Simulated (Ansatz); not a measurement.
Born–Oppenheimer molecular dynamics of a periodic cell of 20 atoms, CsPbBr3 (host CsPbBr3, host structure I4/mcm). It goes on from the last frame of an earlier run, with new velocities.

Level of theory: Ansatz, DFT r2SCAN, scalar-relativistic, plane waves, PAW. Settings: accuracy low, cutoff 500 eV, k mesh 1x1x1, fermi-dirac smearing 0.05 eV, no spin polarisation.

| Quantity | Value |
| --- | --- |
| ensemble | NVE (velocity Verlet) |
| time step | 4.5 fs |
| steps asked | 60 |
| starting velocities drawn for | 650 K |
| seed | 885484 |

Frames 22.5 fs apart, positions in Å.

Velocities at 0.0 fs (Å/ps):

```
Cs -1.09 5.53 2.71
Cs 0.72 0.82 0.17
Pb -0.72 0.14 -1.98
Pb 0.29 -1.82 -2.08
Br 3.69 6.81 0.92
Br -4.52 -0.29 1.45
Br 0.49 -0.06 -0.95
Br 0.46 -2.67 4.45
Br -1.80 -1.68 1.22
Br 4.40 0.05 0.53
Cs 0.68 -1.15 -0.20
Cs -1.27 0.24 -3.00
Pb 0.88 -1.42 0.94
Pb 2.08 -1.28 1.30
Br 1.52 0.98 -0.76
Br -2.98 0.58 -3.06
Br -3.03 0.64 5.04
Br 1.77 1.54 -1.28
Br -1.59 -1.10 -3.35
Br -3.36 -2.47 1.03
```

```xyz
20
Lattice="8.1981 0.0000 0.0000 0.0000 8.1981 0.0000 0.0000 0.0000 12.0858" Properties=species:S:1:pos:R:3 time_fs=0.0 energy_less_start_eV=0.000 T=650
Cs 0.298 4.324 3.065
Cs 4.270 0.177 3.347
Pb 0.110 0.013 0.075
Pb 0.113 -0.041 6.202
Br 0.303 -0.091 2.964
Br -0.385 -0.150 9.336
Br 1.403 5.617 0.323
Br 2.883 7.100 6.347
Br 2.701 1.772 0.137
Br 1.064 2.817 6.156
Cs 4.156 0.051 9.364
Cs 0.393 4.484 9.635
Pb 4.270 4.202 6.262
Pb 4.160 4.313 0.206
Br 4.524 4.359 9.136
Br 4.267 3.934 3.066
Br 5.909 1.810 5.950
Br 7.183 2.671 -0.166
Br 6.987 5.526 6.033
Br 6.026 6.707 0.061
20
Lattice="8.1981 0.0000 0.0000 0.0000 8.1981 0.0000 0.0000 0.0000 12.0858" Properties=species:S:1:pos:R:3 time_fs=22.5 energy_less_start_eV=-0.257 T=754
Cs 0.269 4.441 3.130
Cs 4.285 0.196 3.347
Pb 0.099 0.026 0.033
Pb 0.122 -0.076 6.156
Br 0.385 0.061 3.010
Br -0.487 -0.160 9.336
Br 1.443 5.608 0.305
Br 2.896 7.042 6.445
Br 2.679 1.734 0.164
Br 1.179 2.814 6.174
Cs 4.174 0.029 9.361
Cs 0.362 4.487 9.548
Pb 4.288 4.169 6.284
Pb 4.205 4.280 0.236
Br 4.559 4.381 9.114
Br 4.202 3.947 2.997
Br 5.833 1.821 6.065
Br 7.201 2.714 -0.181
Br 6.939 5.498 5.960
Br 5.924 6.647 0.091
20
Lattice="8.1981 0.0000 0.0000 0.0000 8.1981 0.0000 0.0000 0.0000 12.0858" Properties=species:S:1:pos:R:3 time_fs=45.0 energy_less_start_eV=-0.460 T=837
Cs 0.236 4.545 3.197
Cs 4.298 0.213 3.340
Pb 0.097 0.054 -0.005
Pb 0.137 -0.101 6.108
Br 0.464 0.211 3.100
Br -0.585 -0.174 9.281
Br 1.530 5.591 0.290
Br 2.905 6.995 6.534
Br 2.683 1.683 0.188
Br 1.315 2.799 6.200
Cs 4.194 0.015 9.366
Cs 0.329 4.486 9.427
Pb 4.295 4.138 6.309
Pb 4.245 4.238 0.262
Br 4.597 4.401 9.080
Br 4.140 3.960 2.941
Br 5.757 1.811 6.184
Br 7.182 2.767 -0.170
Br 6.872 5.470 5.897
Br 5.792 6.597 0.137
20
Lattice="8.1981 0.0000 0.0000 0.0000 8.1981 0.0000 0.0000 0.0000 12.0858" Properties=species:S:1:pos:R:3 time_fs=67.5 energy_less_start_eV=-0.519 T=861
Cs 0.205 4.632 3.253
Cs 4.308 0.230 3.328
Pb 0.099 0.093 -0.040
Pb 0.160 -0.114 6.059
Br 0.537 0.356 3.217
Br -0.667 -0.193 9.196
Br 1.641 5.578 0.270
Br 2.896 6.965 6.609
Br 2.694 1.600 0.208
Br 1.457 2.771 6.233
Cs 4.214 0.010 9.380
Cs 0.295 4.482 9.284
Pb 4.286 4.111 6.335
Pb 4.280 4.185 0.274
Br 4.639 4.422 9.041
Br 4.082 3.970 2.924
Br 5.697 1.762 6.307
Br 7.143 2.820 -0.136
Br 6.800 5.456 5.851
Br 5.656 6.586 0.203
20
Lattice="8.1981 0.0000 0.0000 0.0000 8.1981 0.0000 0.0000 0.0000 12.0858" Properties=species:S:1:pos:R:3 time_fs=90.0 energy_less_start_eV=-0.533 T=866
Cs 0.186 4.702 3.288
Cs 4.316 0.244 3.315
Pb 0.105 0.139 -0.076
Pb 0.192 -0.116 6.014
Br 0.604 0.494 3.334
Br -0.721 -0.213 9.112
Br 1.755 5.579 0.241
Br 2.862 6.951 6.666
Br 2.692 1.477 0.223
Br 1.585 2.731 6.271
Cs 4.227 0.015 9.404
Cs 0.262 4.476 9.130
Pb 4.258 4.088 6.356
Pb 4.312 4.120 0.266
Br 4.686 4.445 9.012
Br 4.025 3.976 2.956
Br 5.661 1.668 6.431
Br 7.106 2.865 -0.086
Br 6.732 5.467 5.829
Br 5.533 6.629 0.289
20
Lattice="8.1981 0.0000 0.0000 0.0000 8.1981 0.0000 0.0000 0.0000 12.0858" Properties=species:S:1:pos:R:3 time_fs=112.5 energy_less_start_eV=-0.456 T=835
Cs 0.184 4.755 3.296
Cs 4.321 0.256 3.305
Pb 0.109 0.185 -0.116
Pb 0.226 -0.111 5.982
Br 0.666 0.627 3.420
Br -0.734 -0.233 9.053
Br 1.853 5.599 0.200
Br 2.807 6.946 6.704
Br 2.676 1.324 0.231
Br 1.686 2.679 6.312
Cs 4.231 0.027 9.438
Cs 0.229 4.469 8.972
Pb 4.218 4.066 6.368
Pb 4.339 4.049 0.244
Br 4.739 4.474 9.011
Br 3.970 3.979 3.019
Br 5.641 1.548 6.550
Br 7.093 2.897 -0.027
Br 6.678 5.508 5.829
Br 5.425 6.713 0.397
20
Lattice="8.1981 0.0000 0.0000 0.0000 8.1981 0.0000 0.0000 0.0000 12.0858" Properties=species:S:1:pos:R:3 time_fs=135.0 energy_less_start_eV=-0.283 T=765
Cs 0.197 4.791 3.276
Cs 4.326 0.265 3.302
Pb 0.105 0.227 -0.163
Pb 0.258 -0.101 5.971
Br 0.726 0.762 3.449
Br -0.699 -0.251 9.034
Br 1.929 5.633 0.146
Br 2.741 6.938 6.726
Br 2.656 1.168 0.235
Br 1.747 2.616 6.359
Cs 4.224 0.043 9.480
Cs 0.197 4.462 8.818
Pb 4.174 4.038 6.370
Pb 4.356 3.981 0.218
Br 4.794 4.510 9.045
Br 3.916 3.978 3.087
Br 5.626 1.427 6.657
Br 7.117 2.921 0.037
Br 6.639 5.575 5.845
Br 5.335 6.809 0.519
20
Lattice="8.1981 0.0000 0.0000 0.0000 8.1981 0.0000 0.0000 0.0000 12.0858" Properties=species:S:1:pos:R:3 time_fs=157.5 energy_less_start_eV=-0.098 T=690
Cs 0.224 4.814 3.232
Cs 4.330 0.275 3.314
Pb 0.086 0.255 -0.213
Pb 0.279 -0.085 5.977
Br 0.781 0.897 3.419
Br -0.620 -0.267 9.058
Br 1.980 5.671 0.077
Br 2.681 6.914 6.739
Br 2.651 1.036 0.237
Br 1.765 2.543 6.415
Cs 4.210 0.058 9.528
Cs 0.164 4.455 8.672
Pb 4.138 4.006 6.366
Pb 4.362 3.923 0.194
Br 4.849 4.550 9.109
Br 3.867 3.970 3.142
Br 5.607 1.331 6.740
Br 7.178 2.945 0.103
Br 6.616 5.663 5.864
Br 5.276 6.886 0.641
20
Lattice="8.1981 0.0000 0.0000 0.0000 8.1981 0.0000 0.0000 0.0000 12.0858" Properties=species:S:1:pos:R:3 time_fs=180.0 energy_less_start_eV=0.041 T=633
Cs 0.259 4.828 3.169
Cs 4.333 0.287 3.347
Pb 0.048 0.267 -0.263
Pb 0.286 -0.061 5.991
Br 0.827 1.025 3.357
Br -0.506 -0.277 9.113
Br 2.011 5.701 -0.008
Br 2.641 6.865 6.750
Br 2.667 0.948 0.242
Br 1.748 2.467 6.481
Cs 4.191 0.064 9.577
Cs 0.132 4.450 8.541
Pb 4.115 3.967 6.360
Pb 4.354 3.880 0.174
Br 4.897 4.592 9.191
Br 3.822 3.958 3.183
Br 5.580 1.274 6.792
Br 7.264 2.978 0.169
Br 6.602 5.760 5.873
Br 5.261 6.925 0.745
20
Lattice="8.1981 0.0000 0.0000 0.0000 8.1981 0.0000 0.0000 0.0000 12.0858" Properties=species:S:1:pos:R:3 time_fs=202.5 energy_less_start_eV=0.101 T=609
Cs 0.297 4.835 3.092
Cs 4.331 0.304 3.407
Pb -0.004 0.265 -0.298
Pb 0.280 -0.028 6.000
Br 0.856 1.134 3.292
Br -0.374 -0.281 9.171
Br 2.031 5.710 -0.107
Br 2.625 6.787 6.759
Br 2.696 0.916 0.254
Br 1.717 2.398 6.561
Cs 4.172 0.058 9.624
Cs 0.098 4.448 8.431
Pb 4.108 3.922 6.353
Pb 4.334 3.851 0.157
Br 4.935 4.630 9.280
Br 3.784 3.942 3.217
Br 5.546 1.261 6.814
Br 7.359 3.023 0.229
Br 6.587 5.857 5.864
Br 5.299 6.915 0.818
20
Lattice="8.1981 0.0000 0.0000 0.0000 8.1981 0.0000 0.0000 0.0000 12.0858" Properties=species:S:1:pos:R:3 time_fs=225.0 energy_less_start_eV=0.029 T=638
Cs 0.335 4.840 3.005
Cs 4.326 0.326 3.490
Pb -0.061 0.256 -0.304
Pb 0.264 0.012 5.997
Br 0.862 1.218 3.247
Br -0.235 -0.280 9.192
Br 2.047 5.697 -0.220
Br 2.625 6.685 6.767
Br 2.724 0.944 0.274
Br 1.693 2.346 6.654
Cs 4.157 0.035 9.664
Cs 0.062 4.454 8.348
Pb 4.114 3.873 6.344
Pb 4.305 3.837 0.141
Br 4.962 4.662 9.371
Br 3.756 3.927 3.256
Br 5.511 1.288 6.812
Br 7.445 3.074 0.277
Br 6.560 5.946 5.832
Br 5.388 6.858 0.859
```

Of the whole run (270 fs, mean temperature of the second half 681 K): The conserved energy stayed within 0.06 meV per atom of its start (net change -0.052 meV per atom), so the integration is sound. A run of 0.27 ps of so small a system gives no equilibrium averages. Limits of this set-up: coarse k mesh, low accuracy level.

Run time: 9.3 min on 2 threads of Arm Neoverse V2 (shared host), peak memory 1.3 GiB.
